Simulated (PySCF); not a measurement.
# InSn (quartet): changing the method

Starting from one script, swap the method and compare what comes out for InSn (quartet).

Program: PySCF 2.14.0. Level of theory: each script names its method and basis. These are calculated values, not measurements.

7 further runs of the same task are left out: 2 for a known fault of the program, 5 that didn't finish.

## (1) The starting structure

InSn (quartet): 2 atoms, charge 0, spin multiplicity 4.

Bond lengths: In1–Sn2 3.151 Å.

## (2) The run that the others are compared with

Input file input.py:

```python
from pyscf import gto, scf, mcscf

mol = gto.M(
    atom='In 0 0 0; Sn 0 0 3.151',
    basis='def2-svp',
    ecp={'In': 'def2-svp', 'Sn': 'def2-svp'},
    charge=0,
    spin=3,
    verbose=4,
)
mf = scf.ROHF(mol)
mf.kernel()
mc = mcscf.CASSCF(mf, 6, 5)
mc.kernel()
mc.analyze()
mf.dip_moment()
print('orbital energies (hartree):', mf.mo_energy[..., max(0, mol.nelec[1]-3):mol.nelec[0]+3].round(4))
```

On the command line:

```
$ OMP_NUM_THREADS=1 python input.py
```

## (3) Geometry optimisation

Variant 1 changes step after the SCF: casscf → optimize.

Input file input.py:

```python
from pyscf import gto, scf
from pyscf.geomopt.geometric_solver import optimize

mol = gto.M(
    atom='In 0 0 0; Sn 0 0 3.151',
    basis='def2-svp',
    ecp={'In': 'def2-svp', 'Sn': 'def2-svp'},
    charge=0,
    spin=3,
    verbose=4,
)
mf = scf.ROHF(mol)
mf.kernel()
mol_eq = optimize(mf, maxsteps=30)
print('optimised geometry (angstrom)')
print(mol_eq.tostring('raw'))
print('orbital energies (hartree):', mf.mo_energy[..., max(0, mol.nelec[1]-3):mol.nelec[0]+3].round(4))
```

## (4) Frequency run (UHF)

Variant 2 changes step after the SCF: casscf → frequency; SCF type: ROHF → UHF.

Input file input.py:

```python
from pyscf import gto, scf
from pyscf.hessian import thermo

mol = gto.M(
    atom='In 0 0 0; Sn 0 0 3.151',
    basis='def2-svp',
    ecp={'In': 'def2-svp', 'Sn': 'def2-svp'},
    charge=0,
    spin=3,
    verbose=4,
)
mf = scf.UHF(mol)
mf.kernel()
hess = mf.Hessian().kernel()
print('wavenumber (cm^-1) =', thermo.harmonic_analysis(mol, hess)['freq_wavenumber'].round(1))
mf.dip_moment()
print('orbital energies (hartree):', [e[max(0, n-3):n+3].round(4) for e, n in zip(mf.mo_energy, mol.nelec)])
```

## (5) Lda,vwn (ROKS)

Variant 3 changes functional: none (Hartree–Fock) → lda,vwn; SCF type: ROHF → ROKS; step after the SCF: casscf → analyze.

Changes to input.py since step 2:

```diff
@@ -1,2 +1,2 @@
-from pyscf import gto, scf, mcscf
+from pyscf import gto, dft
 
@@ -10,7 +10,5 @@
 )
-mf = scf.ROHF(mol)
+mf = dft.ROKS(mol, xc='lda,vwn')
 mf.kernel()
-mc = mcscf.CASSCF(mf, 6, 5)
-mc.kernel()
-mc.analyze()
+mf.mulliken_pop()
 mf.dip_moment()
```

## (6) Revpbe (ROKS)

Variant 4 changes functional: none (Hartree–Fock) → revpbe; SCF type: ROHF → ROKS; step after the SCF: casscf → analyze.

Changes to input.py since step 2:

```diff
@@ -1,2 +1,2 @@
-from pyscf import gto, scf, mcscf
+from pyscf import gto, dft
 
@@ -10,7 +10,5 @@
 )
-mf = scf.ROHF(mol)
+mf = dft.ROKS(mol, xc='revpbe')
 mf.kernel()
-mc = mcscf.CASSCF(mf, 6, 5)
-mc.kernel()
-mc.analyze()
+mf.mulliken_pop()
 mf.dip_moment()
```

## (7) UHF

Variant 5 changes SCF type: ROHF → UHF.

Input file input.py:

```python
from pyscf import gto, scf, mcscf

mol = gto.M(
    atom='In 0 0 0; Sn 0 0 3.151',
    basis='def2-svp',
    ecp={'In': 'def2-svp', 'Sn': 'def2-svp'},
    charge=0,
    spin=3,
    verbose=4,
)
mf = scf.UHF(mol)
mf.kernel()
mc = mcscf.CASSCF(mf, 6, 5)
mc.kernel()
mc.analyze()
mf.dip_moment()
print('orbital energies (hartree):', [e[max(0, n-3):n+3].round(4) for e, n in zip(mf.mo_energy, mol.nelec)])
```

Q: Predict the outcome of this session. Wanted: for each run, E(SCF); from base; gap, α spin; SCF dipole; after the SCF.

The runs gave:

```tsv
run	E(SCF) (hartree)	from base (eV)	cycles	gap, α spin (eV)	SCF dipole (D)	after the SCF
base	-402.580608	0	14	n/a	3.82	CASSCF correlation -0.594 eV
geometry optimisation	-402.580608	0.0000	14	n/a	n/a	bond 2.944 Å, -0.066 eV
frequency run (UHF)	-402.584507	-0.1061	13	6.66	3.83	highest mode 90 cm⁻¹
lda,vwn (ROKS)	-403.780073	not comparable	15	n/a	1.76	n/a
revpbe (ROKS)	-404.532132	not comparable	16	n/a	2.02	n/a
UHF	-402.584507	-0.1061	13	6.66	3.83	CASSCF correlation -0.488 eV
```

SCF columns refer to the geometry typed in the script.

What this shows: A lower total energy from another functional means nothing by itself. The dearest run is “frequency run (UHF)”, at 16 s against 3.4 s.
